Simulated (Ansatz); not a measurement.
**HfHO+ (quintet): from Hartree-Fock to the top rungs, def2-SVP**

One table from this session's results is given with a row withheld; the runs are named, their logs left out.

The runs use Ansatz 0.2.0, Gaussian basis; def2-SVP, core rule «outside noble gas», up to 5 orbitals frozen.

The runs, in order: UHF; CCSD(T) on ROHF; CCSD(T) on UHF; CISD as a restricted active space (open shells left free, so some higher excitations enter); CCSDT(Q) on ROHF; CCSDT(Q) on UHF.

22 further runs of the same task are left out: 6 for a known fault of the program, 6 that didn't finish, 10 set aside as unsound or not needed. Runs told in other sessions of the task aren't counted.

## What is computed

The geometry is a PBE0/def2-TZVP stationary point (not a proven minimum) of the parent state, kept for this charge and spin. No spin-orbit coupling is included. Elements past krypton take def2 core potentials.

3 atoms, charge 1, spin multiplicity 5.

Atoms are counted from 1 here; the program's logs count them from 0.

Bond lengths: Hf1–O2 1.843 Å, Hf1–H3 1.954 Å. Angles: O2–Hf1–H3 153.5°.

Set-up of the first run:

in.yaml

```yaml
crystal:
  periodic: [false, false, false]
  atoms:
    - {symbol: Hf, position_ang: [0.000000, -0.013056, 0.141257]}
    - {symbol: O, position_ang: [0.000000, 0.098311, -1.698045]}
    - {symbol: H, position_ang: [0.000000, 0.751458, 1.939409]}
basis:
  gaussian: {orbitals: def2-SVP}
total_charge: 1
magnetization: {spin_polarized: true, initial_magnetization: 4}
hamiltonian: {xc: hf}
output: {orbitals: {seedname: orbitals}}
```

Started as:

```bash
> ansatz run in.yaml --threads 1 --pin off --events-out ev --progress --plain --max-ram 2393MiB
```

Among the steps run: UHF; CCSD(T) on ROHF; CCSD(T) on UHF; CISD as a restricted active space (open shells left free, so some higher excitations enter); CCSDT(Q) on ROHF; CCSDT(Q) on UHF.

One of the session's tables, all rows but one given; the rest of the session is left out.

It belongs to the step «Misses and costs». 

```
   method  from RCCSDT(Q) (kcal/mol)
     ROHF                    +127.01
      UHF                    +123.06
     RMP2                     +13.17
     UMP2                     +11.43
    RCCSD                      +4.61
    UCCSD                      +2.95
 RCCSD(T)                      +0.63
 UCCSD(T)                      -0.97
   RCCSDT                      +0.14
   UCCSDT                          ?
RCCSDT(Q)                          0
UCCSDT(Q)                      -1.81
```

**Question.** Estimate the row for UCCSDT.

**Answer.** from RCCSDT(Q) (kcal/mol): -1.46. In the column «from RCCSDT(Q) (kcal/mol)» it lies between UCCSDT(Q) (-1.81) and UCCSD(T) (-0.97).

Not comparable, so not listed: CISD as a restricted active space (open shells left free, so some higher excitations enter) (they don't share determinant, frozen orbitals or solution with the rows shown, or repeat one).

Limits of these values: Restricted and unrestricted rows rest on different reference determinants; a gap between their highest levels can come from leftover correlation error, from unlike frozen cores or from another state.
